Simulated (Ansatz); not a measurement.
# CH₅BClN: taking an electron away

The task here is to estimate one member of a computed series from the others.

The runs use Ansatz 0.2.0, Gaussian basis; unrestricted cation, the program's frozen cores in correlated methods.

The runs, in order: UKS PBE-D4/def2-TZVPP; UKS r2SCAN-D4/def2-TZVPP; UKS PBE0-D4/def2-TZVPP; UKS B3LYP-D4/def2-TZVPP; UKS wB97X-V/def2-TZVPP; UKS wB97M-V/def2-TZVPP; UKS B2PLYP/def2-TZVPP; UHF-MP2/def2-TZVPP; UHF-MP2/def2-QZVPP; then −ε(HOMO) from the neutral's earlier runs with LDA (SPW92), PBE-D4, revPBE-D4, BLYP-D4, r2SCAN-D4, B97M-V, PBE0-D4, B3LYP-D4, r2SCANh-D4, r2SCAN0-D4, HSE06-D4, BHLYP-D4, CAM-B3LYP-D4, LC-ωPBE, ωB97X-V, ωB97M-V.

1 further run of the same task is left out (it didn't finish).

## Structure used throughout

All runs share one geometry, relaxed beforehand with PBE0-D4 in a triple-zeta def2 set.

SMILES `NCBCl`, 9 atoms, charge 0, spin multiplicity 1.

Atoms are counted from 1 here; the program's logs count them from 0.

Bond lengths: N1–C2 1.444 Å, N1–H5 1.011 Å, N1–H6 1.010 Å, C2–B3 1.549 Å, C2–H7 1.112 Å, C2–H8 1.100 Å, B3–Cl4 1.749 Å, B3–H9 1.193 Å. Angles: C2–N1–H5 111.5°, C2–N1–H6 112.1°, H5–N1–H6 108.4°, N1–C2–B3 117.7°, N1–C2–H7 114.9°, N1–C2–H8 110.4°, B3–C2–H7 102.2°, B3–C2–H8 107.0°, H7–C2–H8 103.3°, C2–B3–Cl4 121.6°, C2–B3–H9 121.3°, Cl4–B3–H9 116.9°.

Set-up of the first run:

The input, in.yaml:

```yaml
crystal:
  periodic: [false, false, false]
  atoms:
    - {symbol: N, position_ang: [-0.982547, 0.902013, 0.103634]}
    - {symbol: C, position_ang: [0.104444, 0.053280, 0.532040]}
    - {symbol: B, position_ang: [0.577314, -1.055562, -0.440190]}
    - {symbol: Cl, position_ang: [0.054158, -1.097158, -2.108094]}
    - {symbol: H, position_ang: [-0.910288, 1.129303, -0.878914]}
    - {symbol: H, position_ang: [-1.020481, 1.764642, 0.627623]}
    - {symbol: H, position_ang: [1.053505, 0.586350, 0.761361]}
    - {symbol: H, position_ang: [-0.145860, -0.439398, 1.483030]}
    - {symbol: H, position_ang: [1.358154, -1.889671, -0.097590]}
basis:
  gaussian: {orbitals: def2-TZVPP}
total_charge: 1
magnetization: {spin_polarized: true, initial_magnetization: 1}
hamiltonian: {xc: pbe, dispersion: d4}
```

Among the steps run: Cation, UKS PBE-D4/def2-TZVPP; Cation, UKS r2SCAN-D4/def2-TZVPP; Cation, UKS PBE0-D4/def2-TZVPP; Cation, UKS B3LYP-D4/def2-TZVPP; Cation, UKS wB97X-V/def2-TZVPP; Cation, UKS wB97M-V/def2-TZVPP; Cation, UKS B2PLYP (frozen core)/def2-TZVPP; Cation, UHF-MP2/def2-TZVPP; Cation, UHF-MP2/def2-QZVPP.

One of the session's tables, all rows but one given; the rest of the session is left out.

Orbital estimates, from the neutral's runs:

| functional | −ε(HOMO) (eV) |
| --- | --- |
| LDA (SPW92) | 5.65 |
| PBE-D4 | 5.52 |
| revPBE-D4 | ? |
| BLYP-D4 | 5.41 |
| r2SCAN-D4 | 5.83 |
| B97M-V | 5.98 |
| PBE0-D4 | 7.00 |
| B3LYP-D4 | 6.75 |
| r2SCANh-D4 | 6.38 |
| r2SCAN0-D4 | 7.22 |
| HSE06-D4 | 6.59 |
| BHLYP-D4 | 8.41 |
| CAM-B3LYP-D4 | 8.44 |
| LC-ωPBE | 9.85 |
| ωB97X-V | 9.49 |
| ωB97M-V | 9.40 |

**Question.** Estimate the row for revPBE-D4.

**Answer.** −ε(HOMO) (eV): 5.47. In the column «−ε(HOMO) (eV)» it lies between BLYP-D4 (5.41) and PBE-D4 (5.52).
